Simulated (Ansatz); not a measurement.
Working through an atomisation energy of AsH₆NOSi, SMILES N[SiH2][AsH]O

Program: Ansatz 0.2.0, Python API.

Notebook, run cell by cell (the value of a cell's last expression is shown):

```python
from collections import Counter

import ansatz as az
```

```python
def energy(molecule, charge=0, unpaired=0):
    calc = molecule.calculation().basis(gaussian="def2-TZVP").functional("HF")
    if charge:
        calc = calc.charge(charge)
    if unpaired:
        calc = calc.spin("collinear", total=unpaired)
    report = calc.run(threads=1).report
    if report["published_state_doubts"]:
        print("  doubts:", report["published_state_doubts"])
    return report["free_energy_ev"]

molecule = (
    az.Crystal.molecule()
    .atom("N", (-1.6349, 0.1731, -0.6927))
    .atom("Si", (-0.5075, -0.8639, 0.0972))
    .atom("As", (1.0312, 0.4171, 1.2251))
    .atom("O", (1.9482, 0.9546, -0.3283))
    .atom("H", (-1.135, 0.8358, -1.356))
    .atom("H", (-2.0906, 0.8418, 0.0394))
    .atom("H", (0.204, -1.6794, -0.9104))
    .atom("H", (-1.168, -1.7193, 1.041))
    .atom("H", (2.0274, -0.7915, 1.4418))
    .atom("H", (1.4082, 1.7805, -0.5541))
)
```

```python
unpaired = {"N": 3, "Si": 2, "As": 3, "O": 2, "H": 1}
counts = Counter(site.symbol for site in molecule.cartesian_sites)
atom_energy = {s: energy(az.Crystal.molecule().atom(s, (0, 0, 0)), 0, unpaired[s]) for s in counts}
whole = energy(molecule, 0, 0)
for s, e in atom_energy.items():
    print(f"{s:2s} x{counts[s]}  {e:14.5f} eV")
print(f"AsH6NOSi: {whole:.5f} eV")
split = sum(counts[s] * e for s, e in atom_energy.items()) - whole
print(f"atomisation energy (no zero-point term): {96.485332 * split:.1f} kJ/mol, {split / sum(counts.values()):.3f} eV an atom")
```

    N  x1     -1480.37413 eV
    Si x1     -7860.03036 eV
    As x1    -60795.52044 eV
    O  x1     -2035.83685 eV
    H  x6       -13.60052 eV
    AsH6NOSi: -72273.68091 eV
    atomisation energy (no zero-point term): 1960.2 kJ/mol, 2.032 eV an atom

1960.2 kJ/mol from the electronic energies, without the zero-point term.

What to keep in mind:
- Total energies depend on the basis set; only differences at equal settings carry meaning.
- The geometry is a force-field or estimated start, not a minimum of this method, and the basis set is short of its limit. All parts are taken at fixed geometry, without zero-point energy.
- Hartree-Fock leaves correlation out, so bond, atomisation and ionisation energies come out well too low.
- Hardware and time: 3.6 s on 1 thread of Arm Neoverse V2 (shared host), peak memory 0.42 GiB.
